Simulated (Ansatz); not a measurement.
Crystal: CSe2.

```
CELL_PARAMETERS angstrom
3.56977 -2.99478 0.00000
3.56977 2.99478 0.00000
0.00000 0.00000 9.46265
ATOMIC_POSITIONS crystal
Se 0.21242 0.78758 0.87938
Se 0.78758 0.21242 0.12061
Se 0.28758 0.71242 0.37938
Se 0.71242 0.28758 0.62062
C 0.00000 0.00000 0.00000
C 0.50000 0.50000 0.50000
```

The cell comes from a database or a generator and needn't be the stable form of this composition.

| Quantity | Value |
| --- | --- |
| Program | Ansatz 0.2.0 |
| Task | relaxation of cell and atoms |
| Functional | r2SCAN |
| Potentials or basis | Ansatz PAW |
| Cutoff | 500 eV (not typed: the program's choice for these potentials) |
| k mesh | 6 × 6 × 3 |
| Occupations | fermi-dirac, width 0.05 eV |
| Spin | no spin polarisation |

At the start: volume 33.72 Å³/atom.

Where does the relaxation end?

It ends after 7 steps and the volume is 31.45 Å³/atom (-6.7 %); space group Cmce (No. 64, to 0.05 Å).

The path:
| step | energy change (eV) | largest force (eV/Å) | volume (Å³) |
| --- | --- | --- | --- |
| 1 | 0.0000 | 0.6428 | 202.32 |
| 2 | -0.0200 | 0.2849 | 197.49 |
| 3 | -0.0282 | 0.0769 | 194.28 |
| 4 | -0.0322 | 0.0443 | 191.39 |
| 5 | -0.0338 | 0.0060 | 189.40 |
| 6 | -0.0339 | 0.0054 | 188.70 |
| 7 | -0.0333 | 0.0053 | 188.70 |

Final structure:
```xyz
6
Lattice="3.4330 -2.9916 0.0000 3.4330 2.9916 0.0000 0.0000 0.0000 9.1870" Properties=species:S:1:pos:R:3 pbc="T T T"
Se    3.4330    1.7362    8.0511
Se    3.4330   -1.7362    1.1358
Se    3.4330    1.2554    3.4577
Se    3.4330   -1.2554    5.7293
C     0.0000    0.0000    0.0000
C     3.4330    0.0000    4.5935
```

Caveat: the plane-wave basis is chosen anew once the cell has moved, so the energies of steps on either side of that aren't comparable; the PAW data sets come from PBE, with cores solved anew for the run's functional, which leaves a small shift of forces and pressure.
